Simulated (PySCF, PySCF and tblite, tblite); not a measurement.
# C₄H₁₂N₂Si: a scan of pyramidal angle, part 2 of 2

PySCF and tblite. Atoms count from 0. The steps go on from the part before.

### 9 Shieldings, coordinate held at -15.5: PBE0/pcSseg-1

The job: settings as JSON, then the geometry in Å.

```
{"job": {"kind": "nmr", "xc": "PBE0", "basis": "pcSseg-1", "every": 1, "pop": false}, "charge": 0, "multiplicity": 1}
C      2.432676     0.161688     0.105261
C      1.398191    -0.914580    -0.233553
N      0.036010    -0.497241    -0.069616
C     -0.494150     0.429839    -1.042917
C     -1.981862     0.580411    -0.729574
N     -2.085668     0.498418     0.708504
Si    -0.825205    -0.425205     1.415140
H      2.344856     1.006783    -0.573109
H      3.437383    -0.245330     0.021091
H      2.277648     0.513422     1.122236
H      1.553282    -1.774727     0.422990
H      1.546874    -1.244183    -1.270682
H     -0.003166     1.411036    -0.978016
H     -0.339748     0.037633    -2.054384
H     -2.551265    -0.221103    -1.221936
H     -2.364010     1.541320    -1.089473
H     -3.007916     0.627295     1.083540
H     -1.096600    -1.808888     1.824754
H     -0.274128     0.358271     2.528435
```

Log:

```text
coarse grid: 15536 points
cycle   1  E = -558.0815762832  dE =  8.477e-01  |g| = 5.059e-01  |ddm| = 3.835e+00
cycle   2  E = -558.0411112501  dE =  4.047e-02  |g| = 6.704e-01  |ddm| = 1.194e+00
cycle   3  E = -558.1416757748  dE = -1.006e-01  |g| = 6.660e-02  |ddm| = 7.408e-01
cycle   4  E = -558.1424190469  dE = -7.433e-04  |g| = 2.887e-02  |ddm| = 7.211e-02
cycle   5  E = -558.1426019957  dE = -1.829e-04  |g| = 6.306e-03  |ddm| = 2.660e-02
cycle   6  E = -558.1426090267  dE = -7.031e-06  |g| = 2.356e-03  |ddm| = 7.038e-03
final grid: 143208 points
cycle   7  E = -558.1805608365  dE = -3.682e-05  |g| = 9.445e-03  |ddm| = 2.814e-02
cycle   8  E = -558.1805474710  dE =  1.337e-05  |g| = 1.227e-02  |ddm| = 1.976e-02
cycle   9  E = -558.1805820738  dE = -3.460e-05  |g| = 9.640e-04  |ddm| = 1.122e-02
cycle  10  E = -558.1805822628  dE = -1.890e-07  |g| = 2.330e-04  |ddm| = 9.035e-04
cycle  11  E = -558.1805822744  dE = -1.159e-08  |g| = 3.446e-05  |ddm| = 2.209e-04
cycle  12  E = -558.1805822747  dE = -2.423e-10  |g| = 1.079e-05  |ddm| = 5.393e-05
converged SCF energy = -558.1805822747

GIAO shielding tensors (ppm)
atom      isotropic    diamagn.    paramagn.     s11        s22        s33       span
  0 C      171.757     248.470     -76.714    151.576    177.022    186.672     35.096
  1 C      141.796     241.638     -99.842    115.585    140.583    169.220     53.635
  2 N      229.342     329.671    -100.329    182.666    234.011    271.348     88.682
  3 C      134.635     245.051    -110.416    107.212    134.607    162.086     54.874
  4 C      139.061     244.272    -105.211    120.368    134.867    161.948     41.580
  5 N      247.074     323.390     -76.316    189.845    239.275    312.102    122.257
  6 Si     382.607     881.905    -499.298    349.304    368.157    430.361     81.057
  7 H       30.013      30.528      -0.515     25.216     29.951     34.873      9.657
  8 H       30.896      28.234       2.661     26.758     27.718     38.211     11.454
  9 H       30.847      30.615       0.232     26.455     29.919     36.166      9.710
 10 H       28.415      30.264      -1.849     22.586     28.163     34.498     11.912
 11 H       28.724      30.019      -1.295     23.132     28.516     34.524     11.392
 12 H       28.211      31.632      -3.421     22.418     27.832     34.383     11.966
 13 H       29.074      30.693      -1.620     25.315     26.991     34.914      9.599
 14 H       28.147      29.495      -1.347     22.773     26.309     35.361     12.589
 15 H       28.294      28.741      -0.447     23.761     26.266     34.856     11.095
 16 H       31.854      31.062       0.792     22.446     28.366     44.750     22.304
 17 H       26.526      30.491      -3.965     23.215     23.681     32.682      9.467
 18 H       26.411      30.552      -4.140     23.220     23.875     32.140      8.920
```

Run time: 24 s. Hardware: 1 thread of Intel Xeon Platinum 8488C, shared host; peak memory 0.86 GiB.

In short: HOMO -6.01 eV, LUMO 0.71 eV; dipole 0.77 D.

### 10 Shieldings, coordinate held at 21.4: PBE0/pcSseg-1

The job: settings as JSON, then the geometry in Å.

```
{"job": {"kind": "nmr", "xc": "PBE0", "basis": "pcSseg-1", "every": 1, "pop": false}, "charge": 0, "multiplicity": 1}
C      2.433268     0.158666     0.098248
C      1.395028    -0.919125    -0.223923
N      0.037000    -0.493895    -0.055404
C     -0.498790     0.421335    -1.033324
C     -1.997869     0.564788    -0.738278
N     -2.239072     0.175334     0.639738
Si    -0.833286    -0.433116     1.420808
H      2.337281     1.000178    -0.583600
H      3.437530    -0.247239     0.005867
H      2.288389     0.515300     1.115036
H      1.549985    -1.772633     0.440656
H      1.536697    -1.259975    -1.258139
H     -0.011328     1.406389    -0.975870
H     -0.332281     0.025285    -2.041677
H     -2.571747    -0.101355    -1.395303
H     -2.328462     1.589537    -0.928713
H     -2.912239     0.750329     1.113509
H     -1.024664    -1.794774     1.916542
H     -0.300492     0.448643     2.475950
```

Log:

```text
coarse grid: 15536 points
cycle   1  E = -558.0774745794  dE =  8.380e-01  |g| = 5.097e-01  |ddm| = 3.833e+00
cycle   2  E = -558.0361725522  dE =  4.130e-02  |g| = 6.758e-01  |ddm| = 1.225e+00
cycle   3  E = -558.1385114293  dE = -1.023e-01  |g| = 6.789e-02  |ddm| = 7.619e-01
cycle   4  E = -558.1392883615  dE = -7.769e-04  |g| = 2.902e-02  |ddm| = 7.264e-02
cycle   5  E = -558.1394735674  dE = -1.852e-04  |g| = 6.197e-03  |ddm| = 2.640e-02
cycle   6  E = -558.1394803409  dE = -6.773e-06  |g| = 2.306e-03  |ddm| = 6.773e-03
final grid: 143208 points
cycle   7  E = -558.1774653649  dE = -3.730e-05  |g| = 9.327e-03  |ddm| = 2.753e-02
cycle   8  E = -558.1774531964  dE =  1.217e-05  |g| = 1.194e-02  |ddm| = 1.931e-02
cycle   9  E = -558.1774861904  dE = -3.299e-05  |g| = 9.603e-04  |ddm| = 1.097e-02
cycle  10  E = -558.1774863753  dE = -1.849e-07  |g| = 2.410e-04  |ddm| = 9.072e-04
cycle  11  E = -558.1774863876  dE = -1.235e-08  |g| = 3.344e-05  |ddm| = 2.178e-04
cycle  12  E = -558.1774863879  dE = -2.327e-10  |g| = 8.325e-06  |ddm| = 4.991e-05
converged SCF energy = -558.1774863879

GIAO shielding tensors (ppm)
atom      isotropic    diamagn.    paramagn.     s11        s22        s33       span
  0 C      171.863     248.538     -76.675    151.394    177.071    187.125     35.730
  1 C      142.012     241.682     -99.670    115.623    141.081    169.331     53.708
  2 N      231.814     329.895     -98.081    178.497    236.058    280.887    102.390
  3 C      134.322     245.672    -111.350    104.919    134.366    163.682     58.762
  4 C      140.292     242.905    -102.613    114.720    138.564    167.591     52.871
  5 N      256.400     323.932     -67.532    191.027    254.160    324.013    132.986
  6 Si     377.851     882.135    -504.284    336.076    368.040    429.437     93.361
  7 H       30.026      30.620      -0.595     25.279     29.982     34.816      9.536
  8 H       30.896      28.307       2.589     26.771     27.763     38.153     11.382
  9 H       30.895      30.727       0.169     26.520     29.879     36.286      9.766
 10 H       28.367      30.355      -1.988     22.561     28.105     34.435     11.874
 11 H       28.730      30.076      -1.345     23.070     28.539     34.582     11.512
 12 H       28.146      31.867      -3.721     22.352     28.139     33.947     11.595
 13 H       28.991      30.920      -1.929     25.121     27.073     34.780      9.659
 14 H       27.833      28.465      -0.633     21.788     26.571     35.138     13.350
 15 H       28.404      29.243      -0.839     23.860     26.911     34.443     10.582
 16 H       31.984      31.547       0.437     22.480     28.613     44.860     22.380
 17 H       26.642      30.551      -3.909     23.475     23.617     32.834      9.359
 18 H       26.209      30.798      -4.588     22.927     24.003     31.698      8.771
```

Run time: 24 s. Hardware: 1 thread of Intel Xeon Platinum 8488C, shared host; peak memory 0.86 GiB.

Key values: HOMO -5.96 eV, LUMO 0.73 eV; dipole 1.31 D.

### 11 Shieldings, coordinate held at 7.4: PBE0/pcSseg-1

The job: settings as JSON, then the geometry in Å.

```
{"job": {"kind": "nmr", "xc": "PBE0", "basis": "pcSseg-1", "every": 1, "pop": false}, "charge": 0, "multiplicity": 1}
C      2.428034     0.161234     0.094768
C      1.394849    -0.921082    -0.228862
N      0.033666    -0.504087    -0.062560
C     -0.496965     0.419047    -1.037527
C     -1.991755     0.577652    -0.738353
N     -2.177025     0.283766     0.663332
Si    -0.822620    -0.429774     1.423810
H      2.326396     1.004432    -0.584226
H      3.433771    -0.240423    -0.000839
H      2.283399     0.513861     1.113020
H      1.554593    -1.773779     0.435694
H      1.540969    -1.262452    -1.262495
H     -0.001067     1.399182    -0.976309
H     -0.337067     0.024778    -2.047654
H     -2.576038    -0.125121    -1.348921
H     -2.327591     1.591494    -0.979692
H     -2.988755     0.679860     1.097028
H     -1.025900    -1.801195     1.896190
H     -0.281648     0.424785     2.494759
```

Log:

```text
coarse grid: 15536 points
cycle   1  E = -558.0791785996  dE =  8.494e-01  |g| = 5.098e-01  |ddm| = 3.838e+00
cycle   2  E = -558.0380977131  dE =  4.108e-02  |g| = 6.755e-01  |ddm| = 1.202e+00
cycle   3  E = -558.1400117827  dE = -1.019e-01  |g| = 6.657e-02  |ddm| = 7.474e-01
cycle   4  E = -558.1407503938  dE = -7.386e-04  |g| = 2.931e-02  |ddm| = 7.238e-02
cycle   5  E = -558.1409386737  dE = -1.883e-04  |g| = 6.257e-03  |ddm| = 2.674e-02
cycle   6  E = -558.1409454981  dE = -6.824e-06  |g| = 2.359e-03  |ddm| = 7.028e-03
final grid: 143208 points
cycle   7  E = -558.1789680193  dE = -3.735e-05  |g| = 9.211e-03  |ddm| = 2.744e-02
cycle   8  E = -558.1789560643  dE =  1.196e-05  |g| = 1.182e-02  |ddm| = 1.912e-02
cycle   9  E = -558.1789883376  dE = -3.227e-05  |g| = 9.292e-04  |ddm| = 1.081e-02
cycle  10  E = -558.1789885095  dE = -1.719e-07  |g| = 2.416e-04  |ddm| = 8.777e-04
cycle  11  E = -558.1789885219  dE = -1.237e-08  |g| = 3.284e-05  |ddm| = 2.157e-04
cycle  12  E = -558.1789885221  dE = -2.223e-10  |g| = 7.831e-06  |ddm| = 4.868e-05
converged SCF energy = -558.1789885221

GIAO shielding tensors (ppm)
atom      isotropic    diamagn.    paramagn.     s11        s22        s33       span
  0 C      171.875     248.574     -76.700    151.263    177.330    187.031     35.769
  1 C      141.939     241.660     -99.721    115.618    140.956    169.244     53.626
  2 N      231.752     329.628     -97.876    180.429    238.155    276.672     96.244
  3 C      134.774     245.464    -110.690    106.488    134.627    163.208     56.720
  4 C      140.062     242.826    -102.764    118.453    136.250    165.483     47.030
  5 N      255.091     324.384     -69.293    189.572    250.512    325.189    135.616
  6 Si     382.705     881.926    -499.221    345.544    370.325    432.247     86.703
  7 H       29.997      30.598      -0.601     25.201     30.007     34.782      9.581
  8 H       30.903      28.291       2.612     26.768     27.774     38.168     11.400
  9 H       30.895      30.686       0.209     26.516     29.879     36.290      9.774
 10 H       28.377      30.313      -1.936     22.569     28.108     34.454     11.885
 11 H       28.731      30.030      -1.299     23.078     28.523     34.593     11.515
 12 H       28.144      31.754      -3.610     22.269     28.082     34.082     11.813
 13 H       29.009      30.771      -1.762     25.191     27.021     34.815      9.625
 14 H       27.897      28.646      -0.750     22.118     26.338     35.234     13.116
 15 H       28.315      28.949      -0.634     23.864     26.529     34.551     10.686
 16 H       32.033      31.391       0.643     22.368     28.545     45.186     22.818
 17 H       26.577      30.481      -3.904     23.429     23.546     32.755      9.325
 18 H       26.247      30.657      -4.410     23.023     23.895     31.824      8.801
```

It took 24 s on 1 thread of Intel Xeon Platinum 8488C, shared host; peak memory 0.86 GiB.

In short: HOMO -5.91 eV, LUMO 0.74 eV; dipole 1.02 D.

### 12 Shieldings, coordinate held at -7.9: PBE0/pcSseg-1

The job: settings as JSON, then the geometry in Å.

```
{"job": {"kind": "nmr", "xc": "PBE0", "basis": "pcSseg-1", "every": 1, "pop": false}, "charge": 0, "multiplicity": 1}
C      2.428924     0.162486     0.101528
C      1.396084    -0.916774    -0.233507
N      0.033156    -0.503197    -0.068906
C     -0.496707     0.424712    -1.041142
C     -1.986627     0.578121    -0.733171
N     -2.110619     0.434100     0.696742
Si    -0.822747    -0.429607     1.419170
H      2.337118     1.008065    -0.576101
H      3.433977    -0.242912     0.013555
H      2.276054     0.512862     1.119242
H      1.553762    -1.775932     0.423852
H      1.544580    -1.247232    -1.270151
H     -0.004043     1.405038    -0.973137
H     -0.339271     0.036335    -2.053937
H     -2.560656    -0.197011    -1.262030
H     -2.352839     1.556325    -1.062048
H     -3.000524     0.669418     1.094134
H     -1.064596    -1.813113     1.845228
H     -0.278865     0.371993     2.524629
```

Log:

```text
coarse grid: 15536 points
cycle   1  E = -558.0811744818  dE =  8.504e-01  |g| = 5.069e-01  |ddm| = 3.837e+00
cycle   2  E = -558.0406005945  dE =  4.057e-02  |g| = 6.716e-01  |ddm| = 1.192e+00
cycle   3  E = -558.1414000938  dE = -1.008e-01  |g| = 6.641e-02  |ddm| = 7.412e-01
cycle   4  E = -558.1421363645  dE = -7.363e-04  |g| = 2.911e-02  |ddm| = 7.229e-02
cycle   5  E = -558.1423221791  dE = -1.858e-04  |g| = 6.293e-03  |ddm| = 2.672e-02
cycle   6  E = -558.1423291240  dE = -6.945e-06  |g| = 2.371e-03  |ddm| = 7.102e-03
final grid: 143208 points
cycle   7  E = -558.1803064953  dE = -3.707e-05  |g| = 9.314e-03  |ddm| = 2.769e-02
cycle   8  E = -558.1802938023  dE =  1.269e-05  |g| = 1.204e-02  |ddm| = 1.945e-02
cycle   9  E = -558.1803272116  dE = -3.341e-05  |g| = 9.432e-04  |ddm| = 1.101e-02
cycle  10  E = -558.1803273912  dE = -1.797e-07  |g| = 2.350e-04  |ddm| = 8.891e-04
cycle  11  E = -558.1803274030  dE = -1.173e-08  |g| = 3.347e-05  |ddm| = 2.153e-04
cycle  12  E = -558.1803274032  dE = -2.292e-10  |g| = 9.194e-06  |ddm| = 5.196e-05
converged SCF energy = -558.1803274032

GIAO shielding tensors (ppm)
atom      isotropic    diamagn.    paramagn.     s11        s22        s33       span
  0 C      171.754     248.527     -76.773    151.388    177.084    186.789     35.401
  1 C      141.844     241.654     -99.810    115.551    140.784    169.197     53.646
  2 N      229.980     329.600     -99.620    182.156    235.853    271.932     89.777
  3 C      134.591     245.226    -110.635    107.071    134.796    161.906     54.835
  4 C      139.457     243.680    -104.223    120.275    135.140    162.956     42.681
  5 N      249.934     323.978     -74.044    189.535    243.709    316.558    127.023
  6 Si     383.856     881.853    -497.997    349.164    369.740    432.664     83.500
  7 H       29.995      30.551      -0.556     25.197     29.957     34.830      9.634
  8 H       30.895      28.256       2.639     26.761     27.738     38.187     11.427
  9 H       30.871      30.645       0.226     26.489     29.908     36.216      9.727
 10 H       28.398      30.271      -1.873     22.568     28.137     34.490     11.922
 11 H       28.726      30.031      -1.306     23.107     28.526     34.545     11.437
 12 H       28.198      31.701      -3.503     22.355     27.934     34.305     11.950
 13 H       29.066      30.715      -1.650     25.302     27.013     34.882      9.580
 14 H       28.054      29.157      -1.103     22.542     26.281     35.340     12.798
 15 H       28.301      28.789      -0.488     23.836     26.319     34.748     10.912
 16 H       31.881      31.201       0.680     22.368     28.354     44.921     22.553
 17 H       26.539      30.462      -3.924     23.271     23.650     32.695      9.424
 18 H       26.355      30.566      -4.211     23.175     23.845     32.044      8.870
```

Wall time 26 s (1 thread of Intel Xeon Platinum 8488C, shared host); peak memory 0.84 GiB.

Key values: HOMO -5.97 eV, LUMO 0.72 eV; dipole 0.82 D.

### 13 Shieldings, coordinate held at -21.8: PBE0/pcSseg-1

The job: settings as JSON, then the geometry in Å.

```
{"job": {"kind": "nmr", "xc": "PBE0", "basis": "pcSseg-1", "every": 1, "pop": false}, "charge": 0, "multiplicity": 1}
C      2.432089     0.161994     0.105659
C      1.399404    -0.915873    -0.232296
N      0.037015    -0.497670    -0.070251
C     -0.492085     0.429332    -1.044366
C     -1.976783     0.584836    -0.723313
N     -2.069087     0.551649     0.720514
Si    -0.826825    -0.418392     1.412082
H      2.343397     1.007121    -0.572584
H      3.438021    -0.242443     0.023114
H      2.275439     0.514074     1.122258
H      1.554721    -1.774466     0.426033
H      1.547943    -1.247677    -1.268506
H      0.002736     1.408431    -0.982186
H     -0.344077     0.035338    -2.056501
H     -2.546190    -0.233061    -1.187063
H     -2.365893     1.533631    -1.107139
H     -3.011497     0.576486     1.070074
H     -1.115292    -1.801739     1.809994
H     -0.271992     0.355887     2.529138
```

Log:

```text
coarse grid: 15536 points
cycle   1  E = -558.0815546816  dE =  8.432e-01  |g| = 5.043e-01  |ddm| = 3.833e+00
cycle   2  E = -558.0414193733  dE =  4.014e-02  |g| = 6.680e-01  |ddm| = 1.195e+00
cycle   3  E = -558.1414289970  dE = -1.000e-01  |g| = 6.700e-02  |ddm| = 7.403e-01
cycle   4  E = -558.1421850652  dE = -7.561e-04  |g| = 2.857e-02  |ddm| = 7.195e-02
cycle   5  E = -558.1423642836  dE = -1.792e-04  |g| = 6.333e-03  |ddm| = 2.644e-02
cycle   6  E = -558.1423714594  dE = -7.176e-06  |g| = 2.331e-03  |ddm| = 6.976e-03
final grid: 143208 points
cycle   7  E = -558.1802912277  dE = -3.672e-05  |g| = 9.502e-03  |ddm| = 2.843e-02
cycle   8  E = -558.1802775553  dE =  1.367e-05  |g| = 1.237e-02  |ddm| = 1.990e-02
cycle   9  E = -558.1803127089  dE = -3.515e-05  |g| = 9.820e-04  |ddm| = 1.133e-02
cycle  10  E = -558.1803129057  dE = -1.967e-07  |g| = 2.348e-04  |ddm| = 9.211e-04
cycle  11  E = -558.1803129175  dE = -1.181e-08  |g| = 3.593e-05  |ddm| = 2.287e-04
cycle  12  E = -558.1803129177  dE = -2.553e-10  |g| = 1.288e-05  |ddm| = 5.601e-05
converged SCF energy = -558.1803129177

GIAO shielding tensors (ppm)
atom      isotropic    diamagn.    paramagn.     s11        s22        s33       span
  0 C      171.830     248.459     -76.629    151.802    177.034    186.654     34.852
  1 C      141.896     241.665     -99.769    115.777    140.658    169.253     53.477
  2 N      228.415     329.710    -101.295    182.968    232.129    270.149     87.181
  3 C      134.704     245.034    -110.330    107.161    134.500    162.450     55.288
  4 C      138.602     244.854    -106.251    119.728    134.762    161.317     41.589
  5 N      244.591     322.759     -78.168    190.490    235.421    307.862    117.372
  6 Si     380.319     881.971    -501.653    348.420    364.393    428.143     79.723
  7 H       30.016      30.523      -0.506     25.201     29.961     34.886      9.686
  8 H       30.893      28.220       2.673     26.752     27.696     38.231     11.479
  9 H       30.833      30.607       0.226     26.428     29.933     36.138      9.710
 10 H       28.431      30.263      -1.832     22.619     28.174     34.501     11.882
 11 H       28.729      30.020      -1.292     23.158     28.497     34.530     11.371
 12 H       28.225      31.638      -3.413     22.477     27.781     34.416     11.939
 13 H       29.066      30.685      -1.619     25.296     26.961     34.940      9.643
 14 H       28.224      29.810      -1.587     22.945     26.361     35.364     12.419
 15 H       28.282      28.717      -0.435     23.673     26.246     34.928     11.254
 16 H       31.820      30.915       0.905     22.533     28.401     44.528     21.995
 17 H       26.521      30.546      -4.025     23.158     23.726     32.679      9.521
 18 H       26.455      30.543      -4.088     23.240     23.924     32.200      8.961
```

Run time: 24 s. Hardware: 1 thread of Intel Xeon Platinum 8488C, shared host; peak memory 0.84 GiB.

Key values: HOMO -6.07 eV, LUMO 0.68 eV; dipole 0.79 D.

### 14 The scan in numbers

The job: settings as JSON, then the geometry in Å.

```
{"job": {"smiles": "CCN1CCN[SiH2]1", "charge": 0, "mult": 1, "motion": "pyramidal angle", "what": "nitrogen in a ring", "atoms": [5], "drives": [{"terms": [["t", [16, 4, 6, 5], 0.3333333333333333], ["t", [4, 6, 16, 5], 0.3333333333333333], ["t", [6, 16, 4, 5], 0.3333333333333333]], "values": [-1.3, -1, -0.7, -0.35, 0, 0.35, 0.7, 1, 1.3], "scaled": true}], "study": "scan", "seed": 301, "jobs": [{"kind": "nmr", "xc": "PBE0", "basis": "pcSseg-1", "every": 1}], "xc": "PBE0", "basis": "pcSseg-1", "kind": "scan"}, "charge": 0, "multiplicity": 1}
C      2.428902     0.161175     0.106023
C      1.397756    -0.917976    -0.231476
N      0.035034    -0.500425    -0.070254
C     -0.492341     0.428484    -1.043518
C     -1.976904     0.582869    -0.722764
N     -2.068722     0.551663     0.721432
Si    -0.826641    -0.418055     1.413508
H      2.336998     1.005958    -0.572101
H      3.434893    -0.242138     0.020829
H      2.272615     0.512222     1.122967
H      1.552591    -1.776111     0.427604
H      1.547695    -1.250194    -1.267431
H      0.001609     1.407779    -0.979167
H     -0.343471     0.036145    -2.056008
H     -2.544786    -0.236357    -1.185616
H     -2.366573     1.530812    -1.108268
H     -3.010806     0.577127     1.072295
H     -1.116651    -1.799908     1.814584
H     -0.271002     0.356177     2.529900
```

Log:

```text
coordinate    xTB      DFT (kcal/mol)
    27.90    2.254    1.241
    21.40    1.806    1.963
    15.00    1.499    1.469
     7.40    1.237    1.015
    -0.30    0.939    0.424
    -7.90    0.535    0.165
   -15.50    0.152    0.000
   -21.80    0.000    0.159
   -27.80    0.236    0.631
```

It took 3.7 min on 1 thread of Intel Xeon Platinum 8488C, shared host; peak memory 0.86 GiB. This counts the whole study up to here.

Shieldings (ppm) of atoms that vary much, hydrogens weighed ten times:

| coordinate (°) | DFT energy (kcal/mol) | N5 | Si6 | H16 | N2 | H14 |
| --- | --- | --- | --- | --- | --- | --- |
| 27.9 | 1.24 | 252.1 | 375.1 | 31.43 | 229.2 | 28.04 |
| 21.4 | 1.96 | 256.4 | 377.9 | 31.98 | 231.8 | 27.83 |
| 15.0 | 1.47 | 256.2 | 380.6 | 32.02 | 232.1 | 27.85 |
| 7.4 | 1.01 | 255.1 | 382.7 | 32.03 | 231.8 | 27.90 |
| -0.3 | 0.42 | 252.8 | 384.1 | 31.93 | 231.0 | 27.97 |
| -7.9 | 0.17 | 249.9 | 383.9 | 31.88 | 230.0 | 28.05 |
| -15.5 | 0.00 | 247.1 | 382.6 | 31.85 | 229.3 | 28.15 |
| -21.8 | 0.16 | 244.6 | 380.3 | 31.82 | 228.4 | 28.22 |
| -27.8 | 0.63 | 242.6 | 377.2 | 31.78 | 227.1 | 28.31 |

### 15 Summary of results

The summary covers parts 1 to 2.

| quantity | value |
| --- | --- |
| energy range along the scan | DFT 1.96, xTB 2.25 kcal/mol |
| range of σ(N5) | 242.6 to 256.4 ppm |

**Reading.** The DFT energy changes by 1.96 kcal/mol over the points computed, against kT of 0.59 kcal/mol at 298 K.
